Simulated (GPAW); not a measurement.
Runs of GPAW 26.7.0 on GaB. The structure is tetragonal, space group P4/mmm (No. 123). The conventional cell has a = 2.718 Å, b = 2.718 Å, c = 3.236 Å, α = 90.00°, β = 90.00°, γ = 90.00°. Ga (site symmetry 4/mmm) is surrounded by 8 B at 2.51 Å and 4 Ga at 2.72 Å. Around B (site symmetry 4/mmm) lie 8 Ga at 2.51 Å and 4 B at 2.72 Å. The cell was built by a generator and needn't be a form met in nature.

```tsv
level	potentials or basis	eigensolver	gap on the mesh (eV)	pressure (GPa)
TPSS	GPAW PAW data sets (gpaw-data 1.2.1), pw	davidson	none	-1.0
PBEsol	PAW data sets generated in the run's folder for this functional, pw	-	none	(a)
vdW-DF-cx	GPAW PAW data sets (gpaw-data 1.2.1), pw	-	none	-
PW91	PAW data sets generated in the run's folder for this functional, pw	-	none	1.6
BLYP	PAW data sets generated in the run's folder for this functional, pw	davidson	none	8.9
LDA	the program's PAW data sets (release 1.2.1) made for this functional, pw	-	none	(b)
vdW-DF2	GPAW PAW data sets (gpaw-data 1.2.1), pw	-	none	-
TB-mBJ	GPAW PAW data sets for LDA (gpaw-data 1.2.1), pw	-	none	-
```

Alike in all rows: task single point; no spin polarisation; cell as given; k mesh 10 × 10 × 8; cutoff (eV) 800; smearing fermi-dirac 0.05 eV.

**Question.** Estimate the missing entries.

**Answer.** (a) -3.0; (b) -5.9.

Caveats: the PAW data sets were made with another functional, which shifts forces and pressure a little (some runs); a model potential gives levels but no total energy (some runs).

A k mesh can miss the band edges, and the runs leave out spin-orbit coupling on Ga.

A gap of «none» marks a metal or a gap under the smearing width.

Runs at the PBE level aren't shown here.
